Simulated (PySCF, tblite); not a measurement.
# B₁₇N₁₇H₁₆: electronic excitations, NMR shifts

Aim: compute the electronic excitations, NMR shifts of B₁₇N₁₇H₁₆.

Computed with tblite 0.8.0 and PySCF 2.14.0 and routines of our own; the level stands in each step. Atoms count from 0.

### 1 The system as given

50 atoms, charge 0, multiplicity 1; geometry from: force field, distance geometry or constructed start.

### 2 Optimising the geometry with GFN2-xTB

What the job is given:

```
{"job": {"kind": "relax", "xc": "GFN2-xTB", "basis": "xTB"}, "charge": 0, "multiplicity": 1}
N     -3.136700     1.801600    -0.001600
B     -4.400500     2.531000    -0.006900
N     -5.647900     1.801100     0.001000
B     -5.653800     0.357800    -0.006200
N     -4.398300    -0.372800     0.003400
B     -3.144900     0.352900    -0.002600
N      5.648700    -0.369900    -0.003300
B      4.396200     0.356100     0.001500
N      3.139800    -0.373700    -0.000400
B      3.134300    -1.822400     0.001600
N      4.390700    -2.547800    -0.002100
B      5.646100    -1.823600    -0.000000
N      1.878000     1.804100     0.005000
B      0.627800     2.527800    -0.002700
N     -0.632300     1.808500     0.000200
B     -0.632000     0.354000     0.006300
N      0.626000    -0.369700     0.000900
B      1.880300     0.350000    -0.001000
N     -6.909400    -0.369800     0.002500
B     -6.906000    -1.820700     0.002700
N     -5.655400    -2.542800     0.001500
B     -4.398200    -1.820100    -0.000200
N      4.396200     1.808000     0.006600
B      3.132900     2.524100    -0.001500
B     -1.885400     2.531000     0.000900
N     -1.892000    -0.372500     0.002500
B     -1.885200    -1.819300    -0.000700
N     -0.630700    -2.546000     0.001200
B      0.626200    -1.821200    -0.002000
N      1.882500    -2.546200     0.003400
N     -3.138000    -2.546000    -0.001100
N      6.902400     1.804700     0.000200
B      5.647600     2.528500    -0.001900
B      6.906400     0.352100     0.003700
H     -4.396100     3.700200    -0.003300
H     -6.553200     2.325600    -0.002900
H      4.392000    -3.586500    -0.004100
H      6.662700    -2.404100    -0.002600
H      0.626700     3.694500    -0.000100
H     -7.814300     0.151800     0.001200
H     -7.922200    -2.408900     0.003800
H     -5.647200    -3.592200     0.003700
H      3.142000     3.699400    -0.003600
H     -1.883300     3.697900    -0.001800
H     -0.633800    -3.584900     0.002400
H      1.879500    -3.585000    -0.003400
H     -3.139200    -3.586500    -0.000600
H      7.804700     2.326000     0.002300
H      5.650200     3.698800     0.000200
H      7.919500    -0.230900     0.002000
```

The run is started by

```sh
> OMP_NUM_THREADS=4 python large_run.py task.json out
```

The driver reads the jobs from task.json and runs them one after another.

What it wrote:

```text
step      E/eV     max force
  0   -2183.95527    1.583
  1   -2184.20803    0.900
  2   -2184.35958    0.672
  3   -2184.44862    0.589
  4   -2184.52399    0.406
  5   -2184.55309    0.290
  6   -2184.56980    0.205
  7   -2184.57818    0.132
  8   -2184.58329    0.094
  9   -2184.58632    0.088
 10   -2184.58906    0.103
 11   -2184.59231    0.112
 12   -2184.59606    0.112
 13   -2184.59937    0.108
 14   -2184.60172    0.081
 15   -2184.60324    0.071
 16   -2184.60427    0.048
 17   -2184.60492    0.041
 18   -2184.60528    0.033
 19   -2184.60550    0.026
 20   -2184.60567    0.019
```

Wall time 1.4 s (4 threads of Arm Neoverse N1, shared host); peak memory 0.16 GiB.

Along the way:

| step | energy from step 0 (eV) | largest force (eV/Å) |
| --- | --- | --- |
| 0 | 0.0000 | 1.5833 |
| 1 | -0.2528 | 0.8995 |
| 2 | -0.4043 | 0.6724 |
| 3 | -0.4934 | 0.5898 |
| 4 | -0.5687 | 0.4064 |
| 5 | -0.5978 | 0.2897 |
| 6 | -0.6145 | 0.2050 |
| 7 | -0.6229 | 0.1326 |
| 8 | -0.6280 | 0.0948 |
| 9 | -0.6310 | 0.0886 |
| 10 | -0.6338 | 0.1025 |
| 11 | -0.6370 | 0.1119 |
| 12 | -0.6408 | 0.1121 |
| 13 | -0.6441 | 0.1074 |
| 14 | -0.6465 | 0.0815 |
| 15 | -0.6480 | 0.0702 |
| 16 | -0.6490 | 0.0475 |
| 17 | -0.6497 | 0.0409 |
| 18 | -0.6500 | 0.0334 |
| 19 | -0.6502 | 0.0264 |
| 20 | -0.6504 | 0.0184 |

Distances of close pairs at the start and the end, largest changes first:

| bond | before (Å) | after (Å) | change (Å) |
| --- | --- | --- | --- |
| N10–B11 | 1.449 | 1.408 | -0.042 |
| N20–H41 | 1.049 | 1.008 | -0.041 |
| N2–H35 | 1.046 | 1.009 | -0.038 |
| N31–B33 | 1.453 | 1.415 | -0.037 |
| B1–N2 | 1.445 | 1.408 | -0.037 |
| N18–B19 | 1.451 | 1.414 | -0.037 |
| N18–H39 | 1.044 | 1.008 | -0.036 |
| N31–B32 | 1.449 | 1.415 | -0.034 |

The next job starts from the end point, and lists it.

### 3 Electronic excitations: TDA wB97X-D/6-31G*

What the job is given:

```
{"job": {"kind": "uv", "basis": "6-31G*", "grid": 1, "kgrid": 0, "vcut": 1.5, "nstates": 6, "ntriplets": 2, "tda": true, "delta": ["ip_vertical"], "pop": true, "xc": "wB97X-D"}, "charge": 0, "multiplicity": 1}
N     -3.114903     1.794350    -0.001179
B     -4.365547     2.499305    -0.002560
N     -5.566496     1.763481    -0.002007
B     -5.596870     0.333946    -0.000438
N     -4.353733    -0.376026    -0.000024
B     -3.112388     0.348193    -0.000304
N      5.611689    -0.383979     0.000708
B      4.360053     0.344484     0.000767
N      3.111827    -0.366396     0.000871
B      3.107895    -1.801446    -0.000176
N      4.362266    -2.491078    -0.001592
B      5.599247    -1.819274    -0.000964
N      1.862626     1.792253     0.000592
B      0.616310     2.495320     0.000306
N     -0.625916     1.790459     0.000187
B     -0.625252     0.345134     0.000774
N      0.620967    -0.370600     0.001354
B      1.863255     0.347633     0.001062
N     -6.821784    -0.400140     0.000832
B     -6.862802    -1.813807     0.002220
N     -5.622252    -2.492644     0.001871
B     -4.363334    -1.811952     0.000547
N      4.353269     1.791330     0.000311
B      3.106909     2.494276    -0.000279
B     -1.871911     2.495185    -0.000864
N     -1.869006    -0.371306     0.000399
B     -1.872625    -1.810084     0.000656
N     -0.625182    -2.499757     0.000937
B      0.618845    -1.808228     0.001003
N      1.867797    -2.496443    -0.000123
N     -3.118256    -2.504004     0.000332
N      6.799474     1.755211     0.001421
B      5.596488     2.499381     0.000658
B      6.843450     0.340552     0.001365
H     -4.397057     3.671243    -0.004256
H     -6.443714     2.261443    -0.002971
H      4.353998    -3.499858    -0.003017
H      6.603165    -2.428458    -0.002355
H      0.617054     3.666432    -0.000300
H     -7.687434     0.116873     0.000790
H     -7.883067    -2.396706     0.003867
H     -5.620354    -3.500895     0.002658
H      3.107918     3.666211    -0.001396
H     -1.869435     3.666563    -0.001397
H     -0.624819    -3.508415     0.000804
H      1.873718    -3.505142    -0.000991
H     -3.116981    -3.513113     0.000180
H      7.672201     2.260529     0.001774
H      5.628128     3.671508     0.000288
H      7.875955    -0.218087     0.001786
```

Method: TDA wB97X-D/6-31G*, vertical, gas phase, core orbitals frozen in the response, virtual orbitals cut by energy.

What it wrote:

```text
start: PBE on a coarse grid of 43533 points
cycle   1  E = -1362.6084433724  dE =  5.928e+00  |g| = 1.498e+00  |ddm| = 8.247e+00
cycle   2  E = -1361.7921431539  dE =  8.163e-01  |g| = 2.405e+00  |ddm| = 3.411e+00
cycle   3  E = -1363.1156940139  dE = -1.324e+00  |g| = 2.377e-01  |ddm| = 2.238e+00
cycle   4  E = -1363.1295066520  dE = -1.381e-02  |g| = 9.204e-02  |ddm| = 2.994e-01
cycle   5  E = -1363.1313394454  dE = -1.833e-03  |g| = 3.425e-02  |ddm| = 9.647e-02
cycle   6  E = -1363.1316166743  dE = -2.772e-04  |g| = 9.706e-03  |ddm| = 3.922e-02
final grid: 192891 points
cycle   7  E = -1364.1990975065  dE = -3.015e-02  |g| = 9.268e-02  |ddm| = 6.374e-01
cycle   8  E = -1364.2010252879  dE = -1.928e-03  |g| = 5.314e-02  |ddm| = 1.295e-01
cycle   9  E = -1364.2017316640  dE = -7.064e-04  |g| = 1.902e-02  |ddm| = 4.806e-02
cycle  10  E = -1364.2018424738  dE = -1.108e-04  |g| = 3.704e-03  |ddm| = 2.365e-02
cycle  11  E = -1364.2018493083  dE = -6.835e-06  |g| = 1.337e-03  |ddm| = 5.229e-03
cycle  12  E = -1364.2018493475  dE = -3.923e-08  |g| = 4.779e-04  |ddm| = 1.869e-03
cycle  13  E = -1364.2018502059  dE = -8.583e-07  |g| = 1.015e-04  |ddm| = 7.280e-04
cycle  14  E = -1364.2018496881  dE =  5.178e-07  |g| = 3.780e-05  |ddm| = 1.352e-04
converged SCF energy = -1364.2018496881
Vertical ionisation energy (delta-SCF) = 8.5375 eV   <S^2> = 0.767

Static polarisability (au): isotropic 276.871, principal 122.201 294.411 414.000

Singlet excitations
state   eV       nm        f      main configurations
  1   6.7427    183.9   0.10481   H->L+1 0.14, H-3->L 0.13, H->L+2 0.10
  2   6.8306    181.5   0.11741   H->L 0.12, H-3->L 0.10, H-3->L+1 0.10
  3   7.0520    175.8   0.28435   H-1->L 0.24, H-4->L 0.10
  4   7.1101    174.4   0.22259   H-1->L+1 0.21, H-2->L 0.17
  5   7.2441    171.2   1.27905   H->L+2 0.30
  6   7.3289    169.2   0.22307   H-1->L+3 0.15, H->L+4 0.12, H-3->L+1 0.09

Triplet excitations (Tamm-Dancoff, eV): 6.3985 6.4196
```

Run time: 3.2 min. Hardware: 4 threads of Arm Neoverse N1, shared host; peak memory 2.8 GiB.

The orbitals next to the gap, with their largest atomic shares:

| orbital | eV | atoms |
| --- | --- | --- |
| HOMO−4 | -9.44 | N30 13 %, N8 12 %, N2 10 % |
| HOMO−3 | -9.31 | N14 15 %, N4 14 %, N10 9 % |
| HOMO−2 | -9.24 | N16 16 %, N22 12 %, N18 10 % |
| HOMO−1 | -8.76 | N29 20 %, N25 15 %, N27 10 % |
| HOMO | -8.57 | N30 22 %, N18 15 %, N27 14 % |
| LUMO | 1.87 | B23 23 %, B13 19 %, B33 15 % |
| LUMO+1 | 2.14 | B24 16 %, B11 16 %, B32 10 % |
| LUMO+2 | 2.65 | B19 15 %, B15 13 %, B33 11 % |
| LUMO+3 | 2.67 | B1 16 %, B11 14 %, B7 12 % |

With each of the 6 states as a Gaussian band of 0.4 eV half-width at 1/e, the curve within the window shown has maxima at 173 nm (ε 81,000) L/(mol cm). Beyond the last state computed it falls off for lack of states. The curve at chosen wavelengths:

nm, ε (L/mol/cm) and a bar:
```
      163      28907 ###########
      165      43147 ################
      166      50638 ###################
      168      64711 ########################
      169      70613 ##########################
      171      78754 #############################
      172      80659 ##############################
      174      79987 ##############################
      175      77606 #############################
      177      69705 ##########################
      179      59211 ######################
      180      53575 ####################
      182      42472 ################
      183      37278 ##############
      185      28011 ##########
      186      24012 #########
      188      17297 ######
      190      12158 ####
      191      10104 ###
      193       6857 ##
      194       5600 ##
      196       3667 #
      197       2940 #
      199       1854 
      200       1458 
      202        884
```

Ground-state properties from the same run:

| property | computed |
| --- | --- |
| dipole moment (D) | 5.63 |
| polarisability (Å³) | 41.03 |
| HOMO–LUMO gap (eV) | 10.45 |
| −ε(HOMO) (eV) | 8.57 |

### 4 NMR shifts: GIAO KT3/pcSseg-1

The job, as its differences from that of step 3:

```diff
@@ -1,2 +1,2 @@
-{"job": {"kind": "uv", "basis": "6-31G*", "grid": 1, "kgrid": 0, "vcut": 1.5, "nstates": 6, "ntriplets": 2, "tda": true, "delta": ["ip_vertical"], "pop": true, "xc": "wB97X-D"}, "charge": 0, "multiplicity": 1}
+{"job": {"kind": "nmr", "xc": "KT3", "basis": "pcSseg-1", "pop": false}, "charge": 0, "multiplicity": 1}
 N     -3.114903     1.794350    -0.001179
```

With the program's defaults for keys left out, this is: GIAO KT3/pcSseg-1 NMR shielding, non-relativistic, gas phase.

What it wrote:

```text
start: PBE on a coarse grid of 43533 points
cycle   1  E = -1362.0699745807  dE =  5.792e+00  |g| = 1.500e+00  |ddm| = 7.354e+00
cycle   2  E = -1361.2196111954  dE =  8.504e-01  |g| = 2.465e+00  |ddm| = 3.183e+00
cycle   3  E = -1362.5609187251  dE = -1.341e+00  |g| = 2.343e-01  |ddm| = 2.126e+00
cycle   4  E = -1362.5740824317  dE = -1.316e-02  |g| = 9.079e-02  |ddm| = 2.900e-01
cycle   5  E = -1362.5758276689  dE = -1.745e-03  |g| = 3.320e-02  |ddm| = 8.889e-02
cycle   6  E = -1362.5760675674  dE = -2.399e-04  |g| = 1.070e-02  |ddm| = 3.662e-02
cycle   7  E = -1362.5760917736  dE = -2.421e-05  |g| = 2.898e-03  |ddm| = 8.910e-03
final grid: 408335 points
cycle   8  E = -1386.3002427267  dE = -6.823e-02  |g| = 1.718e-01  |ddm| = 6.681e-01
cycle   9  E = -1386.2898629699  dE =  1.038e-02  |g| = 2.788e-01  |ddm| = 3.026e-01
cycle  10  E = -1386.3065825327  dE = -1.672e-02  |g| = 1.531e-02  |ddm| = 1.863e-01
cycle  11  E = -1386.3066350599  dE = -5.253e-05  |g| = 6.127e-03  |ddm| = 2.019e-02
cycle  12  E = -1386.3066440534  dE = -8.994e-06  |g| = 2.103e-03  |ddm| = 5.667e-03
cycle  13  E = -1386.3066443767  dE = -3.232e-07  |g| = 5.312e-04  |ddm| = 2.282e-03
cycle  14  E = -1386.3066443215  dE =  5.511e-08  |g| = 1.827e-04  |ddm| = 5.165e-04
cycle  15  E = -1386.3066427517  dE =  1.570e-06  |g| = 5.623e-05  |ddm| = 1.886e-04
converged SCF energy = -1386.3066427517

GIAO shielding tensors (ppm)
atom      isotropic    diamagn.    paramagn.     s11        s22        s33       span
  0 N      107.271     342.542    -235.271     16.583     39.953    265.278    248.694
  1 B       71.527     197.064    -125.537     48.341     63.274    102.966     54.625
  2 N      139.758     319.026    -179.268     39.431    171.236    208.607    169.176
  3 B       81.024     198.604    -117.580     68.004     70.917    104.151     36.147
  4 N      139.927     339.113    -199.186     75.536     82.159    262.086    186.549
  5 B       78.713     202.454    -123.741     65.724     71.765     98.650     32.926
  6 N      108.421     332.487    -224.066     19.234     41.061    264.969    245.735
  7 B       79.306     201.378    -122.072     65.063     71.387    101.468     36.405
  8 N      137.609     350.997    -213.388     71.340     80.921    260.567    189.227
  9 B       80.171     202.912    -122.741     64.718     74.056    101.739     37.021
 10 N      139.362     329.338    -189.976     38.648    172.160    207.278    168.630
 11 B       71.719     194.425    -122.705     48.442     63.931    102.785     54.343
 12 N      103.342     352.503    -249.161     11.529     32.384    266.112    254.583
 13 B       65.439     200.890    -135.451     50.381     51.696     94.241     43.860
 14 N      103.759     353.259    -249.501     12.545     33.270    265.461    252.916
 15 B       78.438     204.718    -126.279     65.312     72.543     97.460     32.148
 16 N      139.690     357.579    -217.889     73.564     86.486    259.020    185.457
 17 B       78.416     203.814    -125.398     65.425     72.057     97.765     32.339
 18 N      147.289     317.634    -170.345     54.670    177.124    210.074    155.403
 19 B       76.739     192.413    -115.673     52.982     66.566    110.670     57.688
 20 N      147.448     325.257    -177.809     54.317    178.306    209.719    155.402
 21 B       80.463     200.046    -119.583     64.961     73.950    102.478     37.517
 22 N      104.321     337.725    -233.404     13.111     33.770    266.081    252.969
 23 B       65.684     199.449    -133.764     50.403     51.959     94.691     44.288
 24 B       66.026     200.810    -134.785     50.261     53.206     94.610     44.349
 25 N      139.660     354.884    -215.224     72.651     86.860    259.468    186.817
 26 B       79.674     204.757    -125.083     62.938     75.972    100.114     37.176
 27 N      164.276     336.611    -172.335    105.260    190.767    196.801     91.541
 28 B       79.754     205.280    -125.526     62.972     76.127    100.163     37.191
 29 N      163.978     334.684    -170.706    105.166    189.521    197.249     92.083
 30 N      165.018     332.093    -167.075    106.657    189.947    198.450     91.793
 31 N      119.087     315.585    -196.498    -19.053    155.517    220.796    239.848
 32 B       71.714     195.256    -123.543     50.758     59.965    104.418     53.661
 33 B       72.160     191.011    -118.851     51.335     60.744    104.401     53.066
 34 H       26.820      29.512      -2.692     23.073     28.285     29.101      6.028
 35 H       26.869      22.937       3.931     21.497     27.360     31.748     10.251
 36 H       26.874      30.280      -3.406     21.154     28.117     31.352     10.197
 37 H       26.866      24.985       1.881     23.215     27.838     29.546      6.331
 38 H       26.359      35.624      -9.265     22.113     28.026     28.938      6.826
 39 H       27.263      20.051       7.212     21.843     27.470     32.476     10.632
 40 H       27.246      20.441       6.805     23.946     27.519     30.273      6.327
 41 H       27.311      28.131      -0.820     21.597     28.176     32.158     10.561
 42 H       26.383      33.787      -7.404     22.274     27.931     28.945      6.670
 43 H       26.449      34.598      -8.149     22.283     28.124     28.940      6.657
 44 H       28.230      38.080      -9.850     20.952     30.382     33.355     12.403
 45 H       28.186      37.070      -8.884     21.079     30.042     33.438     12.359
 46 H       28.227      35.725      -7.498     21.201     30.018     33.461     12.260
 47 H       25.633      16.307       9.326     21.468     25.445     29.985      8.517
 48 H       26.770      27.504      -0.734     23.212     28.262     28.837      5.625
 49 H       26.881      21.951       4.930     23.449     28.131     29.064      5.615
```

It took 59 s on 4 threads of Arm Neoverse N1, shared host; peak memory 2.1 GiB.

Shifts follow as δ = σ(reference) − σ, with reference shieldings (ppm) from runs at the same level and on the same kind of geometry: $^{1}$H TMS 31.76, $^{15}$N NH3 264.4, $^{11}$B BF3·OEt2 100.0. The references are single molecules in the gas phase, so shifts against H2O, NH3, PH3, H3PO4 or CFCl3 are not on the usual liquid scales and can be off by tens of ppm.

| atoms | environment | σ (ppm) | δ (ppm) |
| --- | --- | --- | --- |
| H47 | hydrogen on a nitrogen bonded to 2 B | 25.63 | 6.13 |
| H38 | hydrogen on a boron bonded to 2 N | 26.36 | 5.40 |
| H42 | hydrogen on a boron bonded to 2 N | 26.38 | 5.38 |
| H43 | hydrogen on a boron bonded to 2 N | 26.45 | 5.31 |
| H48 | hydrogen on a boron bonded to 2 N | 26.77 | 4.99 |
| H34 | hydrogen on a boron bonded to 2 N | 26.82 | 4.94 |
| H37 | hydrogen on a boron bonded to 2 N | 26.87 | 4.89 |
| H35 | hydrogen on a nitrogen bonded to 2 B | 26.87 | 4.89 |
| H36 | hydrogen on a nitrogen bonded to 2 B | 26.87 | 4.89 |
| H49 | hydrogen on a boron bonded to 2 N | 26.88 | 4.88 |
| H40 | hydrogen on a boron bonded to 2 N | 27.25 | 4.51 |
| H39 | hydrogen on a nitrogen bonded to 2 B | 27.26 | 4.50 |
| H41 | hydrogen on a nitrogen bonded to 2 B | 27.31 | 4.45 |
| H45 | hydrogen on a nitrogen bonded to 2 B | 28.19 | 3.57 |
| H46 | hydrogen on a nitrogen bonded to 2 B | 28.23 | 3.53 |
| H44 | hydrogen on a nitrogen bonded to 2 B | 28.23 | 3.53 |
| N12 | nitrogen bonded to 3 B | 103.3 | 161.1 |
| N14 | nitrogen bonded to 3 B | 103.8 | 160.6 |
| N22 | nitrogen bonded to 3 B | 104.3 | 160.1 |
| N0 | nitrogen bonded to 3 B | 107.3 | 157.1 |
| N6 | nitrogen bonded to 3 B | 108.4 | 156.0 |
| N31 | nitrogen bonded to 2 B, H | 119.1 | 145.3 |
| N8 | nitrogen bonded to 3 B | 137.6 | 126.8 |
| N10 | nitrogen bonded to 2 B, H | 139.4 | 125.0 |
| N25 | nitrogen bonded to 3 B | 139.7 | 124.7 |
| N16 | nitrogen bonded to 3 B | 139.7 | 124.7 |
| N2 | nitrogen bonded to 2 B, H | 139.8 | 124.6 |
| N4 | nitrogen bonded to 3 B | 139.9 | 124.5 |
| N18 | nitrogen bonded to 2 B, H | 147.3 | 117.1 |
| N20 | nitrogen bonded to 2 B, H | 147.4 | 116.9 |
| N29 | nitrogen bonded to 2 B, H | 164.0 | 100.4 |
| N27 | nitrogen bonded to 2 B, H | 164.3 | 100.1 |
| N30 | nitrogen bonded to 2 B, H | 165.0 | 99.4 |
| B13 | boron bonded to 2 N, H | 65.4 | 34.5 |
| B23 | boron bonded to 2 N, H | 65.7 | 34.3 |
| B24 | boron bonded to 2 N, H | 66.0 | 33.9 |
| B1 | boron bonded to 2 N, H | 71.5 | 28.4 |
| B32 | boron bonded to 2 N, H | 71.7 | 28.3 |
| B11 | boron bonded to 2 N, H | 71.7 | 28.3 |
| B33 | boron bonded to 2 N, H | 72.2 | 27.8 |

Ring of atoms N0, B1, N2, B3, N4, B5: NICS(0) -1.2, NICS(1) -1.8, NICS(1)zz 1.1 ppm (means of both faces).

Ring of atoms N0, B5, N14, B15, B24, N25: NICS(0) -0.5, NICS(1) -1.7, NICS(1)zz 2.1 ppm (means of both faces).

Ring of atoms B3, N4, N18, B19, N20, B21: NICS(0) -2.0, NICS(1) -1.8, NICS(1)zz 0.3 ppm (means of both faces).

### 5 Results

```
                                       quantity                                                                                                          value
                lowest singlet (wB97X-D/6-31G*)                                                                                    6.74 eV (184 nm), f = 0.105
       brightest single state of those computed                                                                                    state 5, 7.24 eV, f = 1.279
                                 lowest triplet                                                                                                        6.40 eV
      $^{1}$H shifts against TMS (KT3/pcSseg-1)                6.13, 5.40, 5.38, 5.31, 4.99, 4.94, 4.89, 4.89, 4.89, 4.88, 4.51, 4.50, 4.45, 3.57 ppm and more
     $^{15}$N shifts against NH3 (KT3/pcSseg-1)  161.1, 160.6, 160.1, 157.1, 156.0, 145.3, 126.8, 125.0, 124.7, 124.7, 124.6, 124.5, 117.1, 116.9 ppm and more
$^{11}$B shifts against BF3·OEt2 (KT3/pcSseg-1)                34.5, 34.3, 33.9, 28.4, 28.3, 28.3, 27.8, 23.2, 21.6, 21.5, 21.3, 20.7, 20.3, 20.2 ppm and more
```

In words: The first singlet state (HOMO→LUMO+1 0.14, HOMO−3→LUMO 0.13) lies at 6.74 eV and is bright; of the 6 states computed, the strongest absorption comes from state 5 at 7.24 eV. The lowest triplet lies 0.34 eV below the lowest singlet. The basis of wB97X-D/6-31G* has no diffuse functions, so Rydberg states are missing and the high states are unreliable.
